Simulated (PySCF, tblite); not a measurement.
# C3H9BrOSi2: geometry, infrared bands and NMR shifts

What infrared bands and NMR shifts should C3H9BrOSi2 (`C[Si@@H]1CC[Si@@H](Br)O1`) show?

Programs: tblite 0.8.0 and PySCF 2.14.0, with density-fitted response routines of our own. Each step states its level of theory. These are calculated values for one molecule in the gas phase, unless marked as measured. Atoms are numbered from 0 throughout.

## Step 1: Starting geometry

16 atoms, charge 0, multiplicity 1; geometry from: force field or distance geometry start.

Bonds of the start (Å): C0–Si1 1.89, Si1–C2 1.84, C2–C3 1.50, C3–Si4 1.86, Si4–Br5 2.25, Si4–O6 1.71, O6–Si1 1.71, C0–H7 1.10, C0–H8 1.12, C0–H9 1.11, Si1–H10 1.47, C2–H11 1.09, C2–H12 1.10, C3–H13 1.09, C3–H14 1.12, Si4–H15 1.47.

## Step 2: Optimising the geometry with GFN2-xTB

Job settings and geometry (Å):

```
{"job": {"kind": "relax", "xc": "GFN2-xTB", "basis": "xTB"}, "charge": 0, "multiplicity": 1}
C      2.239100    -0.807000     0.550200
Si     0.551300    -0.801900    -0.293900
C      0.013600     0.939900    -0.557700
C     -1.056300     1.251100     0.453600
Si    -1.791100    -0.365300     1.024100
Br    -3.767200    -0.832500     0.065000
O     -0.601100    -1.556600     0.717200
H      3.002800    -1.210200    -0.131800
H      2.188000    -1.420000     1.483500
H      2.523900     0.230400     0.831500
H      0.692500    -1.521200    -1.568900
H      0.830800     1.655100    -0.447300
H     -0.440500     1.082500    -1.551200
H     -1.833600     1.929500     0.117100
H     -0.578800     1.721400     1.351500
H     -1.981000    -0.286300     2.480700
```

Started as:

```bash
$ OMP_NUM_THREADS=1 python probes_run.py task.json out
```

One launch serves the whole session: the jobs run in the order shown.

The log of the run:

```text
step      E/eV     max force
  0    -618.72559    2.757
  1    -618.98294    1.748
  2    -619.09292    0.684
  3    -619.13841    0.674
  4    -619.19688    0.594
  5    -619.23102    0.535
  6    -619.26037    0.417
  7    -619.27417    0.256
  8    -619.28595    0.257
  9    -619.29583    0.256
 10    -619.30484    0.222
 11    -619.31223    0.189
 12    -619.31888    0.214
 13    -619.32453    0.177
 14    -619.32847    0.129
 15    -619.33046    0.112
 16    -619.33184    0.105
 17    -619.33344    0.107
 18    -619.33497    0.130
 19    -619.33618    0.120
 20    -619.33718    0.082
 21    -619.33824    0.096
 22    -619.33945    0.126
 23    -619.34060    0.100
 24    -619.34144    0.071
 25    -619.34212    0.073
 26    -619.34288    0.083
 27    -619.34371    0.097
 28    -619.34445    0.071
 29    -619.34503    0.072
 30    -619.34553    0.069
 31    -619.34604    0.069
 32    -619.34654    0.059
 33    -619.34692    0.046
 34    -619.34718    0.042
 35    -619.34740    0.038
 36    -619.34761    0.036
 37    -619.34784    0.040
 38    -619.34808    0.048
 39    -619.34832    0.046
 40    -619.34855    0.035
 41    -619.34877    0.037
 42    -619.34901    0.046
 43    -619.34925    0.050
 44    -619.34944    0.037
 45    -619.34959    0.041
 46    -619.34975    0.042
 47    -619.34999    0.057
 48    -619.35030    0.067
 49    -619.35059    0.045
 50    -619.35077    0.030
 51    -619.35089    0.029
 52    -619.35105    0.042
 53    -619.35129    0.060
 54    -619.35161    0.058
 55    -619.35193    0.049
 56    -619.35226    0.047
 57    -619.35269    0.076
 58    -619.35332    0.098
 59    -619.35408    0.099
 60    -619.35484    0.101
 61    -619.35552    0.094
 62    -619.35568    0.150
 63    -619.35693    0.114
 64    -619.35787    0.088
 65    -619.35892    0.080
 66    -619.35968    0.088
 67    -619.36048    0.068
 68    -619.36096    0.153
 69    -619.36203    0.047
 70    -619.36286    0.056
 71    -619.36341    0.069
 72    -619.36373    0.053
 73    -619.36437    0.046
 74    -619.36484    0.031
 75    -619.36501    0.031
 76    -619.36509    0.030
 77    -619.36520    0.026
 78    -619.36533    0.027
 79    -619.36545    0.025
 80    -619.36554    0.021
 81    -619.36562    0.021
 82    -619.36571    0.022
 83    -619.36583    0.024
 84    -619.36598    0.024
 85    -619.36615    0.023
 86    -619.36629    0.024
 87    -619.36645    0.028
 88    -619.36663    0.033
 89    -619.36686    0.037
 90    -619.36714    0.034
 91    -619.36744    0.053
 92    -619.36772    0.034
 93    -619.36802    0.048
 94    -619.36835    0.029
 95    -619.36858    0.025
 96    -619.36872    0.022
 97    -619.36884    0.030
 98    -619.36895    0.025
 99    -619.36907    0.023
100    -619.36916    0.020
101    -619.36922    0.018
102    -619.36926    0.017
103    -619.36936    0.018
104    -619.36948    0.022
105    -619.36962    0.024
106    -619.36971    0.017
107    -619.36975    0.013
108    -619.36977    0.012
109    -619.36980    0.012
110    -619.36984    0.013
111    -619.36989    0.015
112    -619.36993    0.012
113    -619.36994    0.007
```

Run time: 1.7 s. Hardware: 1 thread of Arm Neoverse N1, shared host.

Step by step: (not every step is listed)

```
step  energy from step 0 (eV)  largest force (eV/Å)
   0                   0.0000                2.7573
   1                  -0.2573                1.7478
   2                  -0.3673                0.6842
   3                  -0.4128                0.6739
   4                  -0.4713                0.5942
   5                  -0.5054                0.5349
   6                  -0.5348                0.4168
   7                  -0.5486                0.2557
   8                  -0.5604                0.2568
  18                  -0.6094                0.1299
  28                  -0.6189                0.0706
  38                  -0.6225                0.0483
  48                  -0.6247                0.0668
  58                  -0.6277                0.0984
  68                  -0.6354                0.1529
  78                  -0.6397                0.0271
  88                  -0.6410                0.0332
  98                  -0.6434                0.0245
 108                  -0.6442                0.0117
 109                  -0.6442                0.0122
 110                  -0.6442                0.0130
 111                  -0.6443                0.0150
 112                  -0.6443                0.0118
 113                  -0.6444                0.0071
```

Close pairs (by a distance rule), those that changed most:

```
   bond  before (Å)  after (Å)  change (Å)
 Si4–O6       1.712      1.621      -0.090
 Si1–C2       1.842      1.916      +0.074
 Si1–O6       1.709      1.653      -0.056
Si4–Br5       2.246      2.202      -0.044
  C2–C3       1.505      1.540      +0.035
 C3–Si4       1.865      1.899      +0.034
  C0–H8       1.118      1.085      -0.033
 C3–H14       1.120      1.092      -0.029
```

The next job starts from the end point, and lists it.

## Step 3: Infrared spectrum with GFN2-xTB

Job settings and geometry (Å):

```
{"job": {"kind": "ir", "xc": "GFN2-xTB", "basis": "xTB"}, "charge": 0, "multiplicity": 1}
C      2.253409    -0.855943     0.624984
Si     0.607424    -0.807433    -0.298739
C     -0.048356     0.956420    -0.658032
C     -1.039236     1.344530     0.455082
Si    -1.767557    -0.273423     1.132863
Br    -3.578665    -0.849801     0.021083
O     -0.590105    -1.309757     0.723355
H      3.066210    -0.601597    -0.046366
H      2.446541    -1.849865     1.015476
H      2.278976    -0.160683     1.459966
H      0.509133    -1.714591    -1.437898
H      0.732995     1.710462    -0.753673
H     -0.577557     0.942962    -1.613372
H     -1.783779     2.052310     0.088771
H     -0.502700     1.850332     1.260266
H     -2.014331    -0.424978     2.549789
```

The log of the run:

```text
mode    cm-1     km/mol
  1      44.3      3.45
  2      64.0      3.10
  3     106.1      0.04
  4     124.4      2.60
  5     162.8      2.05
  6     186.2      0.65
  7     255.8     30.06
  8     352.5     10.04
  9     421.8     56.08
 10     445.6     16.87
 11     567.4     42.23
 12     589.0     57.96
 13     637.5    130.85
 14     652.0     26.24
 15     656.7     58.48
 16     721.6    290.61
 17     735.0     84.52
 18     782.2     49.58
 19     785.5    198.77
 20     820.8     39.37
 21     824.5    167.14
 22     848.1    174.18
 23     942.1    473.21
 24    1034.9      7.60
 25    1063.0     50.08
 26    1140.5      5.11
 27    1261.3      1.64
 28    1277.4      2.45
 29    1371.2     20.76
 30    1474.9      0.98
 31    1478.4      0.62
 32    1483.1      0.98
 33    1493.7     10.33
 34    2300.7    265.19
 35    2402.4    279.64
 36    2956.0      3.57
 37    2969.3     81.73
 38    2981.9     35.88
 39    2992.8     16.61
 40    3028.4     20.66
 41    3049.4     16.66
 42    3059.4     24.48
```

Run time: 1.2 s. Hardware: 1 thread of Arm Neoverse N1, shared host.

The strongest bands and the atoms that carry them (share of the mass-weighted mode):

```
cm⁻¹  km/mol                                 atoms
 638   130.8                              H15 71 %
 722   290.6  Si4 26 %, C3 21 %, H15 13 %, C2 10 %
 786   198.8  C3 20 %, H13 19 %, C0 16 %, Si1 14 %
 824   167.1   H8 36 %, Si1 17 %, C0 14 %, H9 11 %
 848   174.2            H7 25 %, Si1 23 %, C0 12 %
 942   473.2                     O6 71 %, Si4 19 %
2301   265.2                              H10 97 %
2402   279.6                              H15 97 %
```

## Step 4: NMR shieldings: PBE0/pcSseg-1

The job, as its differences from that of step 3:

```diff
@@ -1,2 +1,2 @@
-{"job": {"kind": "ir", "xc": "GFN2-xTB", "basis": "xTB"}, "charge": 0, "multiplicity": 1}
+{"job": {"kind": "nmr", "xc": "PBE0", "basis": "pcSseg-1"}, "charge": 0, "multiplicity": 1}
 C      2.253409    -0.855943     0.624984
```

With the program's defaults for keys left out, this is: GIAO PBE0/pcSseg-1 NMR shielding, non-relativistic, gas phase.

The log of the run:

```text
coarse grid: 63128 points
cycle   1  E = -3347.0232950958  dE = -4.022e-01  |g| = 1.082e+00  |ddm| = 3.794e+00
cycle   2  E = -3346.8151201758  dE =  2.082e-01  |g| = 1.382e+00  |ddm| = 1.782e+00
cycle   3  E = -3347.1570494830  dE = -3.419e-01  |g| = 2.961e-01  |ddm| = 1.398e+00
cycle   4  E = -3347.1713185731  dE = -1.427e-02  |g| = 7.775e-02  |ddm| = 2.620e-01
cycle   5  E = -3347.1726791816  dE = -1.361e-03  |g| = 2.090e-02  |ddm| = 8.042e-02
cycle   6  E = -3347.1727764838  dE = -9.730e-05  |g| = 3.919e-03  |ddm| = 2.129e-02
cycle   7  E = -3347.1727797314  dE = -3.248e-06  |g| = 1.550e-03  |ddm| = 5.505e-03
final grid: 130112 points
cycle   8  E = -3347.1727768478  dE =  3.072e-07  |g| = 1.947e-03  |ddm| = 3.873e-03
cycle   9  E = -3347.1727761464  dE =  7.014e-07  |g| = 2.547e-03  |ddm| = 4.494e-03
cycle  10  E = -3347.1727778251  dE = -1.679e-06  |g| = 1.044e-04  |ddm| = 2.590e-03
cycle  11  E = -3347.1727778276  dE = -2.557e-09  |g| = 1.125e-05  |ddm| = 9.479e-05
cycle  12  E = -3347.1727778276  dE = -2.638e-11  |g| = 6.068e-06  |ddm| = 1.688e-05
converged SCF energy = -3347.1727778276

GIAO shielding tensors (ppm)
atom      isotropic    diamagn.    paramagn.     s11        s22        s33       span
  0 C      186.853     254.607     -67.754    177.947    187.450    195.162     17.216
  1 Si     332.874     880.886    -548.013    286.557    340.709    371.356     84.799
  2 C      178.820     255.717     -76.897    165.829    180.944    189.687     23.858
  3 C      171.217     254.282     -83.065    159.144    173.943    180.563     21.419
  4 Si     330.487     878.456    -547.969    293.007    329.589    368.864     75.857
  5 Br    2544.874    3125.373    -580.499   2215.780   2570.879   2847.963    632.183
  6 O      242.811     400.676    -157.865    162.832    253.838    311.763    148.932
  7 H       31.894      29.965       1.929     27.476     28.576     39.630     12.154
  8 H       31.137      29.123       2.015     26.449     28.590     38.373     11.925
  9 H       31.510      32.094      -0.584     26.850     30.510     37.170     10.320
 10 H       26.394      29.935      -3.541     22.538     24.748     31.896      9.358
 11 H       30.745      32.855      -2.109     25.863     27.805     38.568     12.705
 12 H       30.451      32.822      -2.371     25.611     28.288     37.453     11.842
 13 H       30.348      30.256       0.092     25.950     27.879     37.216     11.266
 14 H       30.687      31.963      -1.276     25.479     28.460     38.122     12.643
 15 H       25.962      27.578      -1.616     21.167     24.145     32.575     11.407
```

Wall time 84 s (1 thread of Arm Neoverse N1, shared host); peak memory 1 GiB.

Shifts follow as δ = σ(reference) − σ, with reference shieldings (ppm) from runs at the same level and on the same kind of geometry: 1H TMS 31.72, 13C TMS 186.9, 29Si TMS 349.2, 17O H2O 336.1, 79Br HBr 2622. The references are single molecules in the gas phase, so shifts against H2O, NH3, PH3, H3PO4 or CFCl3 are not on the usual liquid scales and can be off by tens of ppm. Atoms listed in one row are averaged.

```
     atoms                                                     environment  σ (ppm)  δ (ppm)  δ scaled to CDCl3
        C3                                            sp3 CH2 bonded to Si    171.2     15.7               13.4
        C2                                            sp3 CH2 bonded to Si    178.8      8.1                6.0
        C0                                      methyl carbon bonded to Si    186.9      0.1               -1.8
       H15  hydrogen on a silicon bonded to C, Br, O, in a 5-membered ring    25.96     5.75                  –
       H10    hydrogen on a silicon bonded to 2 C, O, in a 5-membered ring    26.39     5.32                  –
       H13                             hydrogen on an sp3 CH2 bonded to Si    30.35     1.37               1.40
       H12                             hydrogen on an sp3 CH2 bonded to Si    30.45     1.27               1.30
       H14                             hydrogen on an sp3 CH2 bonded to Si    30.69     1.03               1.08
       H11                             hydrogen on an sp3 CH2 bonded to Si    30.75     0.97               1.02
H7, H8, H9                        hydrogen on a methyl carbon bonded to Si    31.51     0.20               0.30
       Si4             silicon bonded to C, Br, O, H, in a 5-membered ring    330.5     18.7                  –
       Si1               silicon bonded to 2 C, O, H, in a 5-membered ring    332.9     16.3                  –
       Br5                                            bromine bonded to Si     2545       77                  –
        O6                     oxygen bonded to 2 Si, in a 5-membered ring    242.8     93.3                  –
```

The scaled column applies a straight-line fit of computed shieldings to shifts measured in CDCl3, with any fitted terms for Cl, Br or S neighbours (root-mean-square error 0.16 ppm for H, 1.9 ppm for C).

Charges from the same density, by scheme (e):

```
atoms  Mulliken    IAO  Hirshfeld  ESP fit
   C0     -0.64  -0.74      -0.21    -0.68
  Si1      0.99   1.13       0.43     0.82
   C2     -0.57  -0.56      -0.16    -0.34
   C3     -0.56  -0.56      -0.16    -0.04
  Si4      1.05   1.06       0.40     0.19
  Br5     -0.39  -0.28      -0.12    -0.14
   O6     -0.73  -0.88      -0.32    -0.42
```

Mayer bond orders: C0–Si1 0.96, Si1–C2 0.89, C2–C3 1.02, C3–Si4 0.90, Si4–Br5 0.94, Si4–O6 0.99, O6–Si1 0.89.

Ring of atoms Si1, C2, C3, Si4, O6: NICS(0) -5.0, NICS(1) -3.0, NICS(1)zz -2.8 ppm (means of both faces).

Orbitals, density, ELF and potential are computed afterwards from the orbital file.

Frontier orbitals at PBE0/pcSseg-1, with the share of their density that lies nearest to each atom:

```
orbital  energy (eV)                       lies on
   HOMO        -8.05     Br5 52 %; C3 13 %; C2 7 %
   LUMO         0.60  Si4 26 %; H15 20 %; Br5 13 %
```

ELF in a plane through or near 6 of the atoms.

Values, 10 rows by 14 columns:
```
0.00 0.00 0.00 0.00 0.00 0.00 0.00 0.00 0.00 0.00 0.00 0.00 0.00 0.00
0.00 0.00 0.00 0.00 0.00 0.00 0.01 0.02 0.00 0.00 0.00 0.00 0.00 0.00
0.00 0.00 0.00 0.00 0.00 0.09 0.99 0.94 0.05 0.04 0.12 0.00 0.00 0.00
0.00 0.00 0.07 0.43 0.05 0.02 0.86 0.80 0.49 0.95 0.99 0.47 0.00 0.00
0.00 0.00 0.93 0.99 0.61 0.16 0.40 0.58 0.36 0.81 0.84 0.08 0.00 0.00
0.00 0.01 0.28 0.73 0.74 0.85 0.18 0.07 0.74 0.83 0.17 0.05 0.04 0.00
0.00 0.00 0.55 1.00 0.94 0.22 0.42 0.80 0.23 0.65 0.39 0.33 0.33 0.00
0.00 0.00 0.12 0.95 0.71 0.00 0.49 0.57 0.19 0.53 0.11 0.25 0.20 0.00
0.00 0.00 0.00 0.00 0.00 0.00 0.01 0.01 0.01 0.03 0.01 0.02 0.00 0.00
0.00 0.00 0.00 0.00 0.00 0.00 0.00 0.00 0.00 0.00 0.00 0.00 0.00 0.00
```
The map spans 11.4 Å across and 9.4 Å up, centred on the molecule. Atoms in the plane (x, y in Å): C0 (-2.4, -0.3), C3 (1.4, 0.8), Si4 (1.6, -1.1), H8 (-2.9, -1.3), H11 (-0.2, 2.1), H13 (2.3, 1.3).

On the surface of density 0.002 e/bohr³ the electrostatic potential runs, from the 1st to the 99th percentile, from -1.20 V near O6 to 1.29 V near H7.

## Step 5: Results

| quantity | value |
| --- | --- |
| strongest single infrared mode (GFN2-xTB) | 942 cm⁻¹, 473 km/mol |
| zero-point energy (GFN2-xTB) | 72.3 kcal/mol |
| 13C shifts against TMS (PBE0/pcSseg-1) | 15.7, 8.1, 0.1 ppm |
| 1H shifts against TMS (PBE0/pcSseg-1, means over atoms taken as alike) | 5.75, 5.32, 1.37, 1.27, 1.03, 0.97, 0.20 ppm |
| 29Si shifts against TMS (PBE0/pcSseg-1) | 18.7, 16.3 ppm |
| 79Br shifts against HBr (PBE0/pcSseg-1) | 77 ppm |
| 17O shifts against H2O (PBE0/pcSseg-1) | 93.3 ppm |
| surface potential, 1st and 99th percentile | -1.20 V and 1.29 V |

What this shows: The optimisation took 113 steps and gained 0.644 eV; among the close pairs (by a distance rule), Si4–O6 changed most, from 1.712 to 1.621 Å. All 42 modes are real, so the xTB geometry is a minimum. The strongest single mode, at 942 cm⁻¹, moves mainly O6. GFN2-xTB is a fitted tight-binding method: band positions and strengths are rough. Its intensities can rank the bands wrongly. At PBE0/pcSseg-1: The widest tensor belongs to Br5: span 632 ppm, with a paramagnetic part of -580 ppm. Spin-orbit coupling is left out, which matters for shieldings and couplings at and beside the heavy atoms.
